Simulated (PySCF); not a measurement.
# A gas-phase reaction: H5InP2 + F2 → FH4InP2 + FH

Wanted: the reaction energy for `[PH2][InH][PH2]` + `FF` → `[F][In]([PH2])[PH2]` + `F`.

Computed with PySCF 2.14.0; each step states its level. No surroundings beyond the atoms listed, unless a continuum is named. Atoms count from 0, parts from 1.

## 1. The system as given

Each species was relaxed by itself at PBE0-D3(BJ)/def2-SVPD.

## 2. Reaction energy: wB97M-D3(BJ)/def2-TZVPD

The job: settings as JSON, then the geometry in Å.

```
{"job": {"kind": "react", "xc": "wB97M-D3(BJ)", "basis": "def2-TZVPD"}, "charge": 0, "multiplicity": 1}
-1 H5InP2 charge 0 multiplicity 1
P     -1.730840    -0.191920     1.346080
In     0.309390     0.731130     0.206620
P      1.388180    -0.643580    -1.598110
H     -1.253160     0.099260     2.662040
H     -1.244400    -1.535740     1.350100
H      0.955770     2.274210     0.653770
H      1.425030     0.433790    -2.537480
H      0.149840    -1.166820    -2.082750

-1 F2 charge 0 multiplicity 1
F      0.688060     0.035800    -0.003670
F     -0.688060    -0.035800     0.003670

+1 FH4InP2 charge 0 multiplicity 1
F     -1.366180     0.216460    -2.041000
In    -0.461870     0.255080    -0.264730
P      1.253770     2.069990    -0.196280
P     -1.537340    -1.353980     1.316560
H      2.196410     1.241600     0.490630
H      1.730870     1.704760    -1.493790
H     -0.279500    -1.754090     1.868290
H     -1.536160    -2.379840     0.320320

+1 FH charge 0 multiplicity 1
F      0.457510     0.048460     0.004930
H     -0.457510    -0.048460    -0.004930
```

Method: wB97M-D3(BJ)/def2-TZVPD reaction energy of separated species, gas phase.

Run with:

```console
$ OMP_NUM_THREADS=1 python cluster_run.py task.json out
```

This one command runs all jobs of the session in turn.

Log:

```text
species 1 (H5InP2)
coarse grid: 33272 points
cycle   1  E = -875.1025338681  dE = -3.222e+01  |g| = 1.984e+00  |ddm| = 4.600e+01
cycle   2  E = -875.0950634979  dE =  7.470e-03  |g| = 2.325e+00  |ddm| = 6.908e+00
cycle   3  E = -875.9735719426  dE = -8.785e-01  |g| = 1.023e-01  |ddm| = 2.378e+00
cycle   4  E = -875.9786919652  dE = -5.120e-03  |g| = 3.442e-02  |ddm| = 2.078e-01
cycle   5  E = -875.9793487593  dE = -6.568e-04  |g| = 1.001e-02  |ddm| = 7.254e-02
cycle   6  E = -875.9794632883  dE = -1.145e-04  |g| = 3.082e-03  |ddm| = 3.238e-02
cycle   7  E = -875.9794766105  dE = -1.332e-05  |g| = 1.210e-03  |ddm| = 9.709e-03
cycle   8  E = -875.9794789156  dE = -2.305e-06  |g| = 3.528e-04  |ddm| = 4.273e-03
final grid: 64760 points
cycle   9  E = -875.9795546492  dE = -2.551e-07  |g| = 1.898e-04  |ddm| = 2.831e-03
cycle  10  E = -875.9795547069  dE = -5.769e-08  |g| = 9.657e-05  |ddm| = 5.923e-04
cycle  11  E = -875.9795547262  dE = -1.933e-08  |g| = 5.323e-05  |ddm| = 3.321e-04
cycle  12  E = -875.9795547300  dE = -3.811e-09  |g| = 9.380e-06  |ddm| = 1.707e-04
cycle  13  E = -875.9795547301  dE = -1.382e-10  |g| = 2.527e-06  |ddm| = 3.963e-05
converged SCF energy = -875.9795547301

species 2 (F2)
coarse grid: 10600 points
cycle   1  E = -199.6113028842  dE =  1.195e-02  |g| = 3.458e-01  |ddm| = 1.052e+00
cycle   2  E = -199.6264094544  dE = -1.511e-02  |g| = 1.647e-01  |ddm| = 1.842e-01
cycle   3  E = -199.6293675906  dE = -2.958e-03  |g| = 2.217e-02  |ddm| = 5.435e-02
cycle   4  E = -199.6294291717  dE = -6.158e-05  |g| = 8.600e-03  |ddm| = 1.161e-02
cycle   5  E = -199.6294400216  dE = -1.085e-05  |g| = 7.501e-04  |ddm| = 4.105e-03
cycle   6  E = -199.6294401599  dE = -1.383e-07  |g| = 3.049e-05  |ddm| = 6.348e-04
final grid: 23208 points
cycle   7  E = -199.6294275466  dE = -2.241e-09  |g| = 2.054e-05  |ddm| = 1.235e-04
cycle   8  E = -199.6294275467  dE = -7.230e-11  |g| = 1.059e-05  |ddm| = 1.696e-05
converged SCF energy = -199.6294275467

species 3 (FH4InP2)
coarse grid: 36104 points
cycle   1  E = -974.4439447132  dE = -3.225e+01  |g| = 2.023e+00  |ddm| = 4.618e+01
cycle   2  E = -974.3896709687  dE =  5.427e-02  |g| = 2.396e+00  |ddm| = 7.195e+00
cycle   3  E = -975.3237546458  dE = -9.341e-01  |g| = 2.412e-01  |ddm| = 2.375e+00
cycle   4  E = -975.3279209834  dE = -4.166e-03  |g| = 2.379e-01  |ddm| = 3.036e-01
cycle   5  E = -975.3363353581  dE = -8.414e-03  |g| = 1.487e-02  |ddm| = 1.696e-01
cycle   6  E = -975.3365106252  dE = -1.753e-04  |g| = 6.265e-03  |ddm| = 4.805e-02
cycle   7  E = -975.3365382783  dE = -2.765e-05  |g| = 1.657e-03  |ddm| = 1.891e-02
cycle   8  E = -975.3365401131  dE = -1.835e-06  |g| = 4.907e-04  |ddm| = 4.267e-03
final grid: 70992 points
cycle   9  E = -975.3365705885  dE = -9.335e-07  |g| = 3.828e-04  |ddm| = 5.251e-03
cycle  10  E = -975.3365706218  dE = -3.329e-08  |g| = 2.524e-04  |ddm| = 8.547e-04
cycle  11  E = -975.3365706332  dE = -1.136e-08  |g| = 1.098e-04  |ddm| = 2.151e-04
cycle  12  E = -975.3365706364  dE = -3.260e-09  |g| = 3.615e-05  |ddm| = 1.236e-04
cycle  13  E = -975.3365706371  dE = -6.837e-10  |g| = 8.685e-06  |ddm| = 6.976e-05
converged SCF energy = -975.3365706371

species 4 (FH)
coarse grid: 7776 points
cycle   1  E = -100.4688234999  dE = -9.408e-02  |g| = 4.644e-01  |ddm| = 6.197e-01
cycle   2  E = -100.4725043562  dE = -3.681e-03  |g| = 5.038e-01  |ddm| = 3.808e-01
cycle   3  E = -100.5053189471  dE = -3.281e-02  |g| = 2.574e-02  |ddm| = 1.678e-01
cycle   4  E = -100.5053949250  dE = -7.598e-05  |g| = 5.006e-03  |ddm| = 1.077e-02
cycle   5  E = -100.5053995662  dE = -4.641e-06  |g| = 4.334e-04  |ddm| = 3.766e-03
final grid: 16976 points
cycle   6  E = -100.5053933551  dE = -6.427e-08  |g| = 1.038e-04  |ddm| = 8.213e-04
cycle   7  E = -100.5053933586  dE = -3.460e-09  |g| = 7.697e-05  |ddm| = 2.165e-04
cycle   8  E = -100.5053933593  dE = -7.778e-10  |g| = 2.125e-05  |ddm| = 3.711e-05
converged SCF energy = -100.5053933593

Reaction energy = -146.091 kcal/mol
```

It took 64 s on 1 thread of Arm Neoverse N1, shared host; peak memory 0.8 GiB.

Species by species (with the dispersion term, which the log's SCF energies lack):

```csv
ν,species,energy (Eh),HOMO (eV)
-1,[PH2][InH][PH2],-875.98675,-8.84
-1,FF,-199.62975,-14.36
+1,[F][In]([PH2])[PH2],-975.34367,-9.27
+1,F,-100.50563,-14.54
```

## 3. Reaction energy: PBE0-D3(BJ)/def2-TZVPD

Settings changed since step 2:

```diff
@@ -1,2 +1,2 @@
-{"job": {"kind": "react", "xc": "wB97M-D3(BJ)", "basis": "def2-TZVPD"}, "charge": 0, "multiplicity": 1}
+{"job": {"kind": "react", "xc": "PBE0", "basis": "def2-TZVPD", "disp": "d3bj"}, "charge": 0, "multiplicity": 1}
 -1 H5InP2 charge 0 multiplicity 1
```

Method: PBE0-D3(BJ)/def2-TZVPD reaction energy of separated species, gas phase.

Log:

```text
species 1 (H5InP2)
coarse grid: 33272 points
cycle   1  E = -874.1878685135  dE = -3.152e+01  |g| = 2.401e+00  |ddm| = 4.588e+01
cycle   2  E = -833.3207627636  dE =  4.087e+01  |g| = 8.008e+00  |ddm| = 5.107e+01
cycle   3  E = -875.4175708043  dE = -4.210e+01  |g| = 8.508e-01  |ddm| = 5.059e+01
cycle   4  E = -875.5899192946  dE = -1.723e-01  |g| = 2.804e-01  |ddm| = 1.803e+00
cycle   5  E = -875.6072722556  dE = -1.735e-02  |g| = 9.796e-02  |ddm| = 2.889e-01
cycle   6  E = -875.6095121587  dE = -2.240e-03  |g| = 2.677e-02  |ddm| = 9.876e-02
cycle   7  E = -875.6096522481  dE = -1.401e-04  |g| = 6.622e-03  |ddm| = 3.696e-02
cycle   8  E = -875.6096693534  dE = -1.711e-05  |g| = 1.179e-03  |ddm| = 1.292e-02
cycle   9  E = -875.6096698805  dE = -5.271e-07  |g| = 3.197e-04  |ddm| = 1.988e-03
final grid: 64760 points
cycle  10  E = -875.6096970333  dE = -5.158e-08  |g| = 2.910e-04  |ddm| = 2.324e-03
cycle  11  E = -875.6096970373  dE = -3.953e-09  |g| = 2.675e-04  |ddm| = 7.510e-04
cycle  12  E = -875.6096970562  dE = -1.898e-08  |g| = 1.952e-05  |ddm| = 3.596e-04
cycle  13  E = -875.6096970563  dE = -1.055e-10  |g| = 5.738e-06  |ddm| = 2.792e-05
converged SCF energy = -875.6096970563

species 2 (F2)
coarse grid: 2176 points
cycle   1  E = -199.3949366289  dE =  9.182e-02  |g| = 2.764e-01  |ddm| = 1.052e+00
cycle   2  E = -199.4014651932  dE = -6.529e-03  |g| = 1.374e-01  |ddm| = 1.363e-01
cycle   3  E = -199.4037799925  dE = -2.315e-03  |g| = 2.290e-02  |ddm| = 5.059e-02
cycle   4  E = -199.4038429948  dE = -6.300e-05  |g| = 8.080e-03  |ddm| = 1.132e-02
cycle   5  E = -199.4038512000  dE = -8.205e-06  |g| = 1.817e-04  |ddm| = 3.279e-03
final grid: 23208 points
cycle   6  E = -199.4096319932  dE = -7.849e-06  |g| = 1.276e-03  |ddm| = 8.105e-03
cycle   7  E = -199.4096320461  dE = -5.287e-08  |g| = 1.046e-03  |ddm| = 8.948e-04
cycle   8  E = -199.4096321859  dE = -1.399e-07  |g| = 7.304e-05  |ddm| = 4.312e-04
cycle   9  E = -199.4096321866  dE = -6.844e-10  |g| = 1.932e-05  |ddm| = 3.114e-05
converged SCF energy = -199.4096321866

species 3 (FH4InP2)
coarse grid: 36104 points
cycle   1  E = -973.5412813210  dE = -3.165e+01  |g| = 2.367e+00  |ddm| = 4.611e+01
cycle   2  E = -943.5023526319  dE =  3.004e+01  |g| = 1.007e+01  |ddm| = 4.318e+01
cycle   3  E = -974.8072026666  dE = -3.130e+01  |g| = 4.926e-01  |ddm| = 4.240e+01
cycle   4  E = -974.8310270894  dE = -2.382e-02  |g| = 3.770e-01  |ddm| = 6.776e-01
cycle   5  E = -974.8538070844  dE = -2.278e-02  |g| = 1.132e-01  |ddm| = 2.627e-01
cycle   6  E = -974.8559765873  dE = -2.170e-03  |g| = 3.189e-02  |ddm| = 1.577e-01
cycle   7  E = -974.8561797061  dE = -2.031e-04  |g| = 1.004e-02  |ddm| = 4.037e-02
cycle   8  E = -974.8562044457  dE = -2.474e-05  |g| = 1.462e-03  |ddm| = 1.029e-02
cycle   9  E = -974.8562051510  dE = -7.053e-07  |g| = 3.901e-04  |ddm| = 1.914e-03
final grid: 70992 points
cycle  10  E = -974.8562352759  dE = -6.799e-07  |g| = 4.481e-04  |ddm| = 2.836e-03
cycle  11  E = -974.8562352536  dE =  2.224e-08  |g| = 5.701e-04  |ddm| = 8.596e-04
cycle  12  E = -974.8562353243  dE = -7.066e-08  |g| = 1.239e-04  |ddm| = 4.773e-04
cycle  13  E = -974.8562353267  dE = -2.425e-09  |g| = 2.642e-05  |ddm| = 8.681e-05
cycle  14  E = -974.8562353269  dE = -1.251e-10  |g| = 6.474e-06  |ddm| = 2.395e-05
converged SCF energy = -974.8562353269

species 4 (FH)
coarse grid: 1712 points
cycle   1  E = -100.3540217993  dE = -3.606e-02  |g| = 4.957e-01  |ddm| = 6.253e-01
cycle   2  E = -100.3145059878  dE =  3.952e-02  |g| = 7.429e-01  |ddm| = 5.125e-01
cycle   3  E = -100.3937410871  dE = -7.924e-02  |g| = 2.284e-02  |ddm| = 2.892e-01
cycle   4  E = -100.3938166601  dE = -7.557e-05  |g| = 4.204e-03  |ddm| = 9.787e-03
cycle   5  E = -100.3938186436  dE = -1.983e-06  |g| = 3.553e-04  |ddm| = 1.247e-03
final grid: 16976 points
cycle   6  E = -100.3948394684  dE = -1.849e-05  |g| = 3.955e-03  |ddm| = 7.415e-03
cycle   7  E = -100.3948375888  dE =  1.880e-06  |g| = 5.435e-03  |ddm| = 3.318e-03
cycle   8  E = -100.3948415844  dE = -3.996e-06  |g| = 1.005e-04  |ddm| = 1.991e-03
cycle   9  E = -100.3948415857  dE = -1.310e-09  |g| = 1.790e-05  |ddm| = 3.967e-05
cycle  10  E = -100.3948415858  dE = -4.799e-11  |g| = 3.039e-06  |ddm| = 1.029e-05
converged SCF energy = -100.3948415858

Reaction energy = -145.340 kcal/mol
```

Run time: 37 s. Hardware: 1 thread of Arm Neoverse N1, shared host; peak memory 0.75 GiB.

Reaction energy at this level: -145.3 kcal/mol.

## 4. Comparing the runs

Energies in kcal/mol, with wall time:

```csv
run,reaction,time
wB97M-D3(BJ)/def2-TZVPD,-146.1,64 s
PBE0-D3(BJ)/def2-TZVPD,-145.3,37 s
```

## 5. Outcome

| quantity | value |
| --- | --- |
| reaction energy (wB97M-D3(BJ)/def2-TZVPD) | -146.1 kcal/mol |
| ΔH, ΔG at 298 K (xTB thermal terms) | -143.7, -142.5 kcal/mol |
| range of the reaction energy over the runs of this table | -146.1 to -145.3 kcal/mol |

**Reading.** The reaction is exothermic by 143.7 kcal/mol in the gas phase; dispersion gives +0.11, and xTB itself gave -130.4 for the electronic energy (xTB energies and thermal terms come from the earlier relaxation of each species, not shown). No barrier was sought. xTB and this level differ widely in the electronic energy, so what comes from xTB (the thermal terms above all) is less safe here. The reaction energy runs from -146.1 (wB97M-D3(BJ)/def2-TZVPD) to -145.3 kcal/mol (PBE0-D3(BJ)/def2-TZVPD).
